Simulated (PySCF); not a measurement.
**C₃H₈O₃Si: NMR shifts, electronic excitations and K edges in gas and solvents, part 1 of 2**

Aim: compute the NMR shifts, electronic excitations and K edges of C₃H₈O₃Si (`CC(=O)OCO[SiH3]`), and see what a dielectric continuum does where one was used.

The runs use PySCF 2.14.0, with density-fitted response routines of our own; the level of theory stands in each step. All values are computed, except where a source is named. Atoms are numbered from 0 throughout.

### Step 1. Starting geometry

15 atoms, charge 0, multiplicity 1; geometry from: GFN2-xTB. The atoms were then displaced at random by about 0.01 Å, so the start is not that level's minimum.

Bonds of the start (Å): C0–C1 1.53, C1–O2 1.21, C1–O3 1.32, O3–C4 1.45, C4–O5 1.37, O5–Si6 1.63, C0–H7 1.08, C0–H8 1.12, C0–H9 1.08, C4–H10 1.09, C4–H11 1.09, Si6–H12 1.44, Si6–H13 1.48, Si6–H14 1.45.

### Step 2. Geometry optimisation at PBE0-D3(BJ)/def2-SVP

What the job is given:

```
{"job": {"xc": "PBE0", "basis": "def2-SVP", "d3": "d3bj", "grid": 1, "shake": 0.01, "kind": "geom"}, "charge": 0, "multiplicity": 1}
C      2.387490     0.319340     0.604060
C      1.096470     0.195090    -0.199210
O      0.565220     1.064360    -0.857160
O      0.651640    -1.048890    -0.121490
C     -0.562600    -1.322960    -0.871780
O     -1.693230    -0.860140    -0.251710
Si    -2.205550     0.672220    -0.035100
H      3.222870     0.062650    -0.034820
H      2.492140     1.386240     0.919060
H      2.338970    -0.313670     1.474190
H     -0.618500    -2.411570    -0.922830
H     -0.441200    -0.869960    -1.855150
H     -1.470500     1.376610     0.985140
H     -3.566380     0.327280     0.438480
H     -2.212190     1.406010    -1.290230
```

On the command line:

```bash
$ OMP_NUM_THREADS=1 python probes_run.py task.json out
```

The driver reads the jobs from task.json and runs them one after another.

Output:

```text
step   0  E = -633.48533505  max force = 0.033666
step   1  E = -633.49311441  max force = 0.005302
step   2  E = -633.49317137  max force = 0.004253
step   3  E = -633.49350790  max force = 0.002032
step   4  E = -633.49358615  max force = 0.001723
step   5  E = -633.49373081  max force = 0.001836
step   6  E = -633.49388611  max force = 0.001808
step   7  E = -633.49402394  max force = 0.001322
step   8  E = -633.49413009  max force = 0.000772
step   9  E = -633.49417717  max force = 0.000824
step  10  E = -633.49419209  max force = 0.000614
step  11  E = -633.49420248  max force = 0.000208
optimisation converged
```

It took 58 s on 1 thread of AMD EPYC 9R45, shared host; peak memory 0.62 GiB.

The steps of the relaxation:

| step | energy from step 0 (eV) | largest force component (eV/Å) |
| --- | --- | --- |
| 0 | 0.0000 | 1.7312 |
| 1 | -0.2117 | 0.2726 |
| 2 | -0.2132 | 0.2187 |
| 3 | -0.2224 | 0.1045 |
| 4 | -0.2245 | 0.0886 |
| 5 | -0.2285 | 0.0944 |
| 6 | -0.2327 | 0.0930 |
| 7 | -0.2364 | 0.0680 |
| 8 | -0.2393 | 0.0397 |
| 9 | -0.2406 | 0.0424 |
| 10 | -0.2410 | 0.0316 |
| 11 | -0.2413 | 0.0107 |

Close pairs (by a distance rule), those that changed most:

| bond | before (Å) | after (Å) | change (Å) |
| --- | --- | --- | --- |
| O5–Si6 | 1.630 | 1.686 | +0.056 |
| Si6–H12 | 1.441 | 1.488 | +0.046 |
| Si6–H14 | 1.454 | 1.491 | +0.037 |
| C0–C1 | 1.526 | 1.497 | -0.029 |
| O3–C4 | 1.453 | 1.426 | -0.028 |
| C0–H8 | 1.117 | 1.096 | -0.022 |
| C0–H9 | 1.077 | 1.098 | +0.021 |
| C0–H7 | 1.083 | 1.101 | +0.018 |

The next job starts from the end point, and lists it.

| at the end point | value |
| --- | --- |
| point group (found at 0.08 Å tolerance) | C1 |
| rotational constants (GHz, main isotopes) | 4.345, 1.409, 1.159 |
| dipole moment (D) | 2.00 |

### Step 3. Nuclear shieldings: PBE0/pcSseg-1 in dichloromethane

What the job is given:

```
{"job": {"kind": "nmr", "xc": "PBE0", "basis": "pcSseg-1", "solvent": "dichloromethane", "pop": true}, "charge": 0, "multiplicity": 1}
C      2.503852     0.205177     0.551772
C      1.142035     0.152821    -0.067742
O      0.518800     1.106565    -0.463885
O      0.683943    -1.101662    -0.161681
C     -0.572588    -1.251349    -0.818102
O     -1.618271    -0.814308    -0.051675
Si    -2.318034     0.719513    -0.078017
H      3.251192    -0.073120    -0.207278
H      2.711377     1.223054     0.900240
H      2.582079    -0.517086     1.374814
H     -0.662211    -2.335219    -0.975874
H     -0.517103    -0.725420    -1.789143
H     -1.756944     1.612230     0.971254
H     -3.754680     0.468325     0.237184
H     -2.210622     1.313665    -1.441620
```

Level: GIAO PBE0/pcSseg-1 NMR shielding, non-relativistic, IEF-PCM dichloromethane.

Output:

```text
coarse grid: 13104 points
cycle   1  E = -633.5337621438  dE =  9.717e-01  |g| = 1.033e+00  |ddm| = 3.346e+00
cycle   2  E = -633.2258255996  dE =  3.079e-01  |g| = 1.667e+00  |ddm| = 1.567e+00
cycle   3  E = -633.7127200275  dE = -4.869e-01  |g| = 2.295e-01  |ddm| = 1.078e+00
cycle   4  E = -633.7215525008  dE = -8.832e-03  |g| = 7.678e-02  |ddm| = 1.701e-01
cycle   5  E = -633.7224776195  dE = -9.251e-04  |g| = 1.844e-02  |ddm| = 4.741e-02
cycle   6  E = -633.7225490148  dE = -7.140e-05  |g| = 3.751e-03  |ddm| = 1.496e-02
cycle   7  E = -633.7225519614  dE = -2.947e-06  |g| = 7.144e-04  |ddm| = 2.824e-03
final grid: 122152 points
cycle   8  E = -633.7943792123  dE = -1.628e-05  |g| = 1.373e-02  |ddm| = 2.301e-02
cycle   9  E = -633.7943402227  dE =  3.899e-05  |g| = 2.034e-02  |ddm| = 1.764e-02
cycle  10  E = -633.7944110444  dE = -7.082e-05  |g| = 1.676e-03  |ddm| = 1.099e-02
cycle  11  E = -633.7944115315  dE = -4.871e-07  |g| = 3.513e-04  |ddm| = 1.039e-03
cycle  12  E = -633.7944115505  dE = -1.903e-08  |g| = 1.253e-04  |ddm| = 2.754e-04
cycle  13  E = -633.7944115538  dE = -3.226e-09  |g| = 1.825e-05  |ddm| = 9.170e-05
cycle  14  E = -633.7944115538  dE = -6.048e-11  |g| = 5.233e-06  |ddm| = 1.805e-05
converged SCF energy = -633.7944115538

GIAO shielding tensors (ppm)
atom      isotropic    diamagn.    paramagn.     s11        s22        s33       span
  0 C      162.099     248.828     -86.729    141.399    152.104    192.794     51.395
  1 C        2.494     253.585    -251.091    -94.421     27.733     74.169    168.590
  2 O      -91.754     407.143    -498.897   -364.119   -204.147    293.005    657.124
  3 O       77.147     403.904    -326.758    -96.610    116.247    211.803    308.413
  4 C       95.468     242.719    -147.251     68.162     97.752    120.490     52.328
  5 O      282.978     397.214    -114.236    200.177    290.451    358.304    158.127
  6 Si     374.050     878.506    -504.456    329.032    335.615    457.505    128.474
  7 H       28.721      26.529       2.192     25.579     26.746     33.838      8.260
  8 H       29.308      28.003       1.305     25.269     27.935     34.719      9.449
  9 H       28.963      28.451       0.513     25.015     28.186     33.690      8.675
 10 H       26.146      28.145      -1.999     20.889     26.105     31.443     10.554
 11 H       25.831      31.036      -5.205     22.315     26.059     29.119      6.804
 12 H       26.517      30.212      -3.696     23.035     25.845     30.671      7.636
 13 H       26.567      28.111      -1.544     23.137     24.917     31.646      8.509
 14 H       26.256      29.281      -3.024     23.804     24.715     30.250      6.446
```

Run time: 13 s. Hardware: 1 thread of AMD EPYC 9R45, shared host; peak memory 0.92 GiB.

The references, computed at this level on geometries of the same kind, shield at (ppm): 1H TMS 31.24, 13C TMS 185.3, 29Si TMS 351.8, 17O H2O 342.0. Their shielding less the atom's gives the shift. The references are single molecules in the same continuum, so shifts against H2O, NH3, PH3, H3PO4 or CFCl3 are not on the usual liquid scales and can be off by tens of ppm. Atoms listed in one row are averaged.

| atoms | environment | σ (ppm) | δ (ppm) |
| --- | --- | --- | --- |
| C1 | ester carbonyl carbon | 2.5 | 182.8 |
| C4 | sp3 carbon bearing two oxygens | 95.5 | 89.9 |
| C0 | methyl carbon α to a carbonyl | 162.1 | 23.2 |
| H10, H11 | hydrogen on an sp3 carbon bearing two oxygens | 25.99 | 5.25 |
| H12, H13, H14 | hydrogen on a silicon bonded to O | 26.45 | 4.80 |
| H7, H8, H9 | hydrogen on a methyl carbon α to a carbonyl | 29.00 | 2.25 |
| O2 | ester carbonyl oxygen | -91.8 | 433.8 |
| O3 | ester alkoxy oxygen | 77.1 | 264.9 |
| O5 | oxygen bonded to C, Si | 283.0 | 59.1 |
| Si6 | silicon bonded to O, 3 H | 374.1 | -22.2 |

The run also stored atomic charges by several schemes (e):

| atoms | Mulliken | IAO | Hirshfeld | ESP fit |
| --- | --- | --- | --- | --- |
| C0 | -0.25 | -0.47 | -0.12 | -0.72 |
| C1 | 0.40 | 0.54 | 0.23 | 0.97 |
| O2 | -0.47 | -0.49 | -0.25 | -0.63 |
| O3 | -0.47 | -0.36 | -0.11 | -0.46 |
| C4 | 0.33 | 0.13 | 0.08 | 0.21 |
| O5 | -0.66 | -0.63 | -0.24 | -0.43 |
| Si6 | 0.72 | 0.84 | 0.36 | 0.55 |

Mayer bond orders: C0–C1 1.01, C1–O2 1.86, C1–O3 1.11, O3–C4 0.86, C4–O5 0.97, O5–Si6 0.86.

### Step 4. Nuclear shieldings: PBE0/pcSseg-1 in methanol

Same as in step 3 but for these lines:

```diff
@@ -1,2 +1,2 @@
-{"job": {"kind": "nmr", "xc": "PBE0", "basis": "pcSseg-1", "solvent": "dichloromethane", "pop": true}, "charge": 0, "multiplicity": 1}
+{"job": {"kind": "nmr", "xc": "PBE0", "basis": "pcSseg-1", "solvent": "methanol", "pop": false}, "charge": 0, "multiplicity": 1}
 C      2.503852     0.205177     0.551772
```

Level: GIAO PBE0/pcSseg-1 NMR shielding, non-relativistic, IEF-PCM methanol.

Output:

```text
coarse grid: 13104 points
cycle   1  E = -633.5358647758  dE =  9.696e-01  |g| = 1.032e+00  |ddm| = 3.346e+00
cycle   2  E = -633.2350865576  dE =  3.008e-01  |g| = 1.655e+00  |ddm| = 1.550e+00
cycle   3  E = -633.7143780636  dE = -4.793e-01  |g| = 2.227e-01  |ddm| = 1.061e+00
cycle   4  E = -633.7226521169  dE = -8.274e-03  |g| = 7.562e-02  |ddm| = 1.645e-01
cycle   5  E = -633.7235496672  dE = -8.976e-04  |g| = 1.804e-02  |ddm| = 4.645e-02
cycle   6  E = -633.7236177118  dE = -6.804e-05  |g| = 3.665e-03  |ddm| = 1.457e-02
cycle   7  E = -633.7236205361  dE = -2.824e-06  |g| = 6.813e-04  |ddm| = 2.761e-03
final grid: 122152 points
cycle   8  E = -633.7954444657  dE = -1.634e-05  |g| = 1.374e-02  |ddm| = 2.301e-02
cycle   9  E = -633.7954059492  dE =  3.852e-05  |g| = 2.028e-02  |ddm| = 1.757e-02
cycle  10  E = -633.7954763355  dE = -7.039e-05  |g| = 1.620e-03  |ddm| = 1.090e-02
cycle  11  E = -633.7954767908  dE = -4.553e-07  |g| = 3.452e-04  |ddm| = 1.003e-03
cycle  12  E = -633.7954768090  dE = -1.816e-08  |g| = 1.255e-04  |ddm| = 2.691e-04
cycle  13  E = -633.7954768122  dE = -3.218e-09  |g| = 1.805e-05  |ddm| = 9.093e-05
cycle  14  E = -633.7954768123  dE = -5.548e-11  |g| = 5.419e-06  |ddm| = 1.783e-05
converged SCF energy = -633.7954768123

GIAO shielding tensors (ppm)
atom      isotropic    diamagn.    paramagn.     s11        s22        s33       span
  0 C      162.050     248.822     -86.772    141.375    151.829    192.946     51.571
  1 C        2.086     253.571    -251.485    -94.448     26.518     74.188    168.636
  2 O      -88.836     407.289    -496.125   -359.816   -200.009    293.317    653.133
  3 O       77.275     403.936    -326.661    -96.851    116.353    212.323    309.175
  4 C       95.447     242.746    -147.298     68.251     97.765    120.326     52.075
  5 O      283.347     397.315    -113.968    200.853    290.696    358.490    157.638
  6 Si     374.093     878.508    -504.414    329.093    335.710    457.477    128.384
  7 H       28.675      26.464       2.212     25.525     26.684     33.816      8.292
  8 H       29.303      27.982       1.321     25.260     27.927     34.723      9.462
  9 H       28.941      28.414       0.527     24.987     28.156     33.680      8.693
 10 H       26.122      28.112      -1.990     20.863     26.074     31.430     10.567
 11 H       25.810      30.997      -5.188     22.303     26.025     29.101      6.798
 12 H       26.528      30.235      -3.707     23.048     25.853     30.682      7.634
 13 H       26.568      28.116      -1.548     23.135     24.918     31.652      8.518
 14 H       26.257      29.282      -3.025     23.803     24.715     30.253      6.450
```

It took 11 s on 1 thread of AMD EPYC 9R45, shared host; peak memory 1 GiB.

Key values: δ C1 183.4, C4 90.0, C0 23.4, O2 431.8, H10 5.27, H12 4.79 ppm (means over like atoms).

(Continued in part 2 of 2.)
